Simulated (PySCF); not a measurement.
**TeP⁺ at other levels of theory**

What do other methods print for TeP⁺?

Computed with PySCF 2.14.0. Level: method and basis as typed in the scripts.

1 further run of the same task is left out (it didn't finish).

## 1. The starting structure

TeP⁺: 2 atoms, charge 1, spin multiplicity 1.

Bond lengths: Te1–P2 2.485 Å.

## 2. The run that the others are compared with

input.py

```python
from pyscf import gto, dft

mol = gto.M(
    atom='Te 0 0 0; P 0 0 2.485',
    basis='lanl2dz',
    ecp={'Te': 'lanl2dz', 'P': 'lanl2dz'},
    charge=1,
    spin=0,
    verbose=4,
)
mf = dft.RKS(mol, xc='bp86')
mf.kernel()
g = mf.nuc_grad_method()
g.grid_response = True
g.kernel()
mf.dip_moment()
print('orbital energies (hartree):', mf.mo_energy[..., max(0, mol.nelec[1]-3):mol.nelec[0]+3].round(4))
```

Run with:

```
> OMP_NUM_THREADS=1 python input.py
```

The log of this run is left out.

It gives: E(SCF) = -14.274728 Eh, 14 cycles, gradient on the second atom 0.0498 Eh/bohr.

The bond length is a typed value, not an optimised one. The dipole of an ion depends on the origin.

## 3. Tpssh

Edit 1 changes functional: bp86 → tpssh.

input.py

```python
from pyscf import gto, dft

mol = gto.M(
    atom='Te 0 0 0; P 0 0 2.485',
    basis='lanl2dz',
    ecp={'Te': 'lanl2dz', 'P': 'lanl2dz'},
    charge=1,
    spin=0,
    verbose=4,
)
mf = dft.RKS(mol, xc='tpssh')
mf.kernel()
g = mf.nuc_grad_method()
g.grid_response = True
g.kernel()
mf.dip_moment()
print('orbital energies (hartree):', mf.mo_energy[..., max(0, mol.nelec[1]-3):mol.nelec[0]+3].round(4))
```

Run with:

```
> OMP_NUM_THREADS=1 python input.py
```

## 4. Tpss

Edit 2 changes functional: bp86 → tpss.

input.py, as its differences from that of step 2:

```diff
@@ -10,3 +10,3 @@
 )
-mf = dft.RKS(mol, xc='bp86')
+mf = dft.RKS(mol, xc='tpss')
 mf.kernel()
```

## 5. Lc_wpbe

Edit 3 changes functional: bp86 → lc_wpbe.

input.py, as its differences from that of step 2:

```diff
@@ -10,3 +10,3 @@
 )
-mf = dft.RKS(mol, xc='bp86')
+mf = dft.RKS(mol, xc='lc_wpbe')
 mf.kernel()
```

## 6. NEVPT2 (RHF)

Edit 4 changes step after the SCF: gradient → nevpt2; SCF type: RKS → RHF; functional: bp86 → none (Hartree–Fock); active space: none → 2 electrons in 4 orbitals.

input.py, as its differences from that of step 2:

```diff
@@ -1,2 +1,2 @@
-from pyscf import gto, dft
+from pyscf import gto, scf, mcscf, mrpt
 
@@ -10,7 +10,8 @@
 )
-mf = dft.RKS(mol, xc='bp86')
+mf = scf.RHF(mol)
 mf.kernel()
-g = mf.nuc_grad_method()
-g.grid_response = True
-g.kernel()
+mc = mcscf.CASSCF(mf, 4, 2)
+mc.kernel()
+mc.analyze()
+mrpt.NEVPT(mc).kernel()
 mf.dip_moment()
```

What does the calculation give? Wanted: for each run, E(SCF); from base; gap; after the SCF.

**Answer**, as computed:

```tsv
run	E(SCF) (hartree)	from base (eV)	cycles	gap (eV)	after the SCF
base	-14.274728	0	14	2.08	n/a
tpssh	-14.213042	not comparable	12	2.70	n/a
tpss	-14.225842	not comparable	14	2.14	n/a
lc_wpbe	-14.174767	not comparable	10	7.40	n/a
NEVPT2 (RHF)	-13.806400	not comparable	9	7.70	NEVPT2 correlation -3.491 eV (from the SCF energy, the CASSCF gain included)
```

In words: The gap between the frontier levels is 2.1 eV with bp86 (0 % exact exchange) and 2.7 eV with tpssh (10 %). Total energies of different functionals can't be compared with each other; differences within one functional can.
